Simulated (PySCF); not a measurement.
**The bond of FeI, level by level**

The task here is to estimate one member of a computed series from the others.

Method: Fe def2-TZVPP, I def2-TZVPP with ECP28, scalar-relativistic core potentials; program: PySCF 2.14.0.

1 further run of the same task is left out (it didn't finish).

The first run:

Settings of the job:

```yaml
atoms: Fe, I
charge: 0
basis: Fe def2-TZVPP, I def2-TZVPP with ECP28
Hamiltonian: scalar-relativistic core potentials
basis_functions: 114
electrons_treated: 51
masses_in_u: 55.9349, 126.9045
levels: PBE0, PBE, r²SCAN, M06-2X, PBEsol, r²SCANh, M06-L, HSE06, HF, MP2, SCS-MP2
grid: 80 radial by 434 angular points
occupations: held fixed by the projection of orbital angular momentum
dissociation_limit: Fe + I, each in its ground configuration
starting_distance_in_angstrom: 2.435
values_of_2S_to_try: 1, 3, 5, 7
```

Command:

```console
$ OMP_NUM_THREADS=2 python dia.py task.json out
```

Steps of the session up to this table: The job; The PBE0 curve of the state that the search chose; Higher solutions at PBE0; PBE (GGA); r²SCAN (meta-GGA); M06-2X (hybrid meta-GGA); PBEsol; r²SCANh (hybrid meta-GGA); M06-L (meta-GGA); HSE06; ROHF (mean field).

One table of the session follows, with a row left open; its other results are not shown here.

Energy (eV) from each level's lowest point:

| R (Å) | ROHF | ROHF-MP2 | ROHF-SCS-MP2 | PBE | PBEsol |
| --- | --- | --- | --- | --- | --- |
| 2.108 | 1.444 | 0.755 | 0.877 | 0.714 | 0.595 |
| 2.206 | ? | ? | ? | ? | ? |
| 2.304 | 0.367 | 0.068 | 0.114 | 0.064 | 0.035 |
| 2.377 | 0.175 | 0.002 | 0.023 | 0.001 | 0.000 |
| 2.451 | 0.061 | 0.000 | 0.000 | 0.000 | 0.024 |
| 2.525 | 0.005 | 0.046 | 0.027 | 0.044 | 0.090 |
| 2.623 | 0.000 | 0.160 | 0.118 | 0.153 | 0.226 |
| 2.745 | 0.071 | 0.357 | 0.290 | 0.339 | 0.441 |
| 2.892 | 0.228 | 0.637 | 0.546 | 0.602 | 0.731 |
| 3.088 | 0.500 | 1.034 | 0.918 | 0.968 | 1.128 |

**Question.** Estimate the row for R (Å) = 2.206.

Worked estimate for «ROHF». A straight line through the neighbours (2.108, 1.444) and (2.304, 0.367) gives 1.444 + (0.367 − 1.444) × (2.206 − 2.108) / (2.304 − 2.108) = 0.905; a parabola fitted to 3 rows on both sides gives 0.803.

The run gave: ROHF: 0.780; ROHF-MP2: 0.298; ROHF-SCS-MP2: 0.379; PBE: 0.280; PBEsol: 0.210. In «ROHF» the line misses by +0.125 and the parabola by +0.023.
